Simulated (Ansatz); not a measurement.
## ClGaHO, SMILES [OH][Ga][Cl]: an atomisation energy, step by step

Computed with the Python package of Ansatz (0.2.0).

The cells in order, each with its output:

```python
from collections import Counter

import ansatz as az
```

```python
SETTINGS = {
    "basis": "def2-TZVP",
    "xc": "R2SCAN0",
}
```

```python
def single_point(molecule, charge=0, unpaired=0):
    calc = molecule.calculation().basis(gaussian=SETTINGS["basis"]).functional(SETTINGS["xc"])
    if charge:
        calc = calc.charge(charge)
    if unpaired:
        calc = calc.spin("collinear", total=unpaired)
    report = calc.run(threads=1, pin="off").report
    if report["published_state_doubts"]:
        print("  doubts:", report["published_state_doubts"])
    return report["free_energy_ev"]

geometry_ang = [
    ("O", [0.7989, -0.1013, -0.5823]),
    ("Ga", [-0.3247, -1.0756, 0.4062]),
    ("Cl", [-1.9246, 0.5572, 0.3661]),
    ("H", [1.5059, 0.5595, -0.2103]),
]
geometry = az.Crystal.molecule()
for symbol, xyz in geometry_ang:
    geometry = geometry.atom(symbol, xyz)
```

```python
# Hund ground states
unpaired = {"O": 2, "Ga": 1, "Cl": 1, "H": 1}
counts = Counter(site.symbol for site in geometry.cartesian_sites)
atom_energy = {s: single_point(az.Crystal.molecule().atom(s, (0, 0, 0)), 0, unpaired[s]) for s in counts}
whole = single_point(geometry, 0, 1)
for s, e in atom_energy.items():
    print(f"{s:2s} x{counts[s]}  {e:14.5f} eV")
print(f"ClGaHO: {whole:.5f} eV")
split = sum(counts[s] * e for s, e in atom_energy.items()) - whole
print(f"atomisation energy (no zero-point term): {23.060548 * split:.1f} kcal/mol, {split / sum(counts.values()):.3f} eV an atom")
```

    O  x1     -2042.38751 eV
    Ga x1    -52375.52307 eV
    Cl x1    -12520.40289 eV
    H  x1       -13.60215 eV
    ClGaHO: -66962.78740 eV
    atomisation energy (no zero-point term): 250.7 kcal/mol, 2.718 eV an atom

250.7 kcal/mol from the electronic energies, without the zero-point term.

Notes:
- Total energies depend on the basis set; only differences at equal settings carry meaning.
- The geometry is a force-field or estimated start, not a minimum of this method, and the basis set is short of its limit. All parts are taken at fixed geometry, without zero-point energy.
- The run takes the species as open-shell (spin multiplicity 2), which needn't be its ground state.
- It ran for 19 s on 1 thread of Arm Neoverse V1, with other jobs on the host, peak memory 0.4 GiB.
